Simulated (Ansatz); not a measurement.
**CH6ClNOSi: how energies converge with the basis set**

One table from this session's results is given with a row withheld; the runs are named, their logs left out.

Program: Ansatz 0.2.0, Gaussian basis. Level of theory: one geometry, several basis sets. These are calculated values, not measurements.

Plan: PBE0-D4/def2-SVP; ωB97M-V/def2-SVP; PBE0-D4/def2-QZVPP; ωB97M-V/def2-QZVPP; the functionals' def2-TZVPP values are taken from earlier runs.

**The geometry**

The geometry comes from an earlier relaxation with PBE0-D4 in a triple-zeta def2 set; it is a stationary point, not always the lowest conformer.

SMILES `C[Si](N)(O)Cl`, 11 atoms, charge 0, spin multiplicity 1.

Atoms are counted from 1 here; the program's logs count them from 0.

Bond lengths: C1–Si2 1.848 Å, C1–H6 1.093 Å, C1–H7 1.092 Å, C1–H8 1.092 Å, Si2–N3 1.694 Å, Si2–O4 1.637 Å, Si2–Cl5 2.088 Å, N3–H9 1.007 Å, N3–H10 1.006 Å, O4–H11 0.958 Å. Angles: Si2–C1–H6 111.0°, Si2–C1–H7 110.6°, Si2–C1–H8 110.1°, H6–C1–H7 107.7°, H6–C1–H8 108.6°, H7–C1–H8 108.7°, C1–Si2–N3 110.1°, C1–Si2–O4 114.7°, C1–Si2–Cl5 106.5°, N3–Si2–O4 106.2°, N3–Si2–Cl5 114.1°, O4–Si2–Cl5 105.3°, Si2–N3–H9 120.4°, Si2–N3–H10 121.0°, H9–N3–H10 111.8°, Si2–O4–H11 116.3°.

The first run:

Contents of in.yaml:

```yaml
crystal:
  periodic: [false, false, false]
  atoms:
    - {symbol: C, position_ang: [-1.471491, 0.122050, -0.204919]}
    - {symbol: Si, position_ang: [0.328954, 0.150648, 0.211206]}
    - {symbol: N, position_ang: [1.190565, -0.834040, -0.865056]}
    - {symbol: O, position_ang: [0.692854, -0.389178, 1.713540]}
    - {symbol: Cl, position_ang: [0.912887, 2.154925, 0.187704]}
    - {symbol: H, position_ang: [-1.641289, 0.456731, -1.231241]}
    - {symbol: H, position_ang: [-2.030053, 0.785507, 0.458112]}
    - {symbol: H, position_ang: [-1.865524, -0.891294, -0.099711]}
    - {symbol: H, position_ang: [2.156026, -1.059042, -0.687918]}
    - {symbol: H, position_ang: [0.980640, -0.834022, -1.849131]}
    - {symbol: H, position_ang: [0.811829, 0.280816, 2.387915]}
basis:
  gaussian: {orbitals: def2-SVP}
hamiltonian: {xc: pbe0, dispersion: d4}
output: {orbitals: {seedname: orbitals}}
```

On the command line:

```bash
ansatz run in.yaml --threads 4 --pin off --events-out ev --progress --plain --max-ram 10444MiB
```

Among the steps run: PBE0-D4 in def2-SVP; ωB97M-V in def2-SVP; PBE0-D4 in def2-QZVPP; ωB97M-V in def2-QZVPP.

One of the session's tables, all rows but one given; the rest of the session is left out.

It belongs to the step «Functionals by basis». 

| functional | basis | HOMO (eV) | LUMO (eV) |
| --- | --- | --- | --- |
| PBE0-D4 | def2-SVP | -7.54 | 1.41 |
| PBE0-D4 | def2-TZVPP | ? | ? |
| PBE0-D4 | def2-QZVPP | -7.84 | 0.26 |
| ωB97M-V | def2-SVP | -9.88 | 3.02 |
| ωB97M-V | def2-TZVPP | -10.15 | 2.12 |
| ωB97M-V | def2-QZVPP | -10.21 | 1.42 |

**Question.** Estimate the row for PBE0-D4, def2-TZVPP.

The run gave: HOMO (eV): -7.78; LUMO (eV): 0.72. In the column «HOMO (eV)» it lies between PBE0-D4, def2-QZVPP (-7.84) and PBE0-D4, def2-SVP (-7.54).
